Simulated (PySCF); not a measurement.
# C2H7GaS: the cost of one run

The runs use PySCF 2.14.0, with density-fitted response routines of our own; the level of theory stands in each step. All values are computed, except where a source is named. Atoms count from 0, in the outputs and in this text.

## (1) The molecule as given

11 atoms, charge 0, multiplicity 1; geometry from: GFN2-xTB. The atoms were then displaced at random by about 0.01 Å, so the start is not that level's minimum.

Bonds of the start (Å): C0–S1 1.80, S1–Ga2 2.23, Ga2–C3 2.08, C0–H4 1.09, C0–H5 1.11, C0–H6 1.11, Ga2–H7 1.59, C3–H8 1.09, C3–H9 1.09, C3–H10 1.06.

## (2) Relaxing the molecule at PBE0-D3(BJ)/def2-SVP

What the job is given:

```
{"job": {"xc": "PBE0", "basis": "def2-SVP", "d3": "d3bj", "grid": 1, "shake": 0.01, "kind": "geom"}, "charge": 0, "multiplicity": 1}
C     -2.479390    -0.143620     0.295810
S     -1.005300    -0.917480     0.986750
Ga     0.563030     0.208380    -0.135990
C      2.590970    -0.067600     0.259330
H     -3.150730    -0.910270    -0.094270
H     -3.002580     0.430760     1.085560
H     -2.215500     0.561410    -0.518490
H     -0.028120     1.218850    -1.210390
H      2.723020    -1.127750     0.481670
H      2.845580     0.483110     1.169100
H      3.197130     0.238370    -0.549820
```

The run is started by

```console
> OMP_NUM_THREADS=1 python probes_run.py task.json out
```

This one command runs all jobs of the session in turn.

Q: Estimate the wall time and peak memory of this first job on 1 thread of Arm Neoverse N1, shared host.

About 42 s, with a peak of 0.45 GiB.
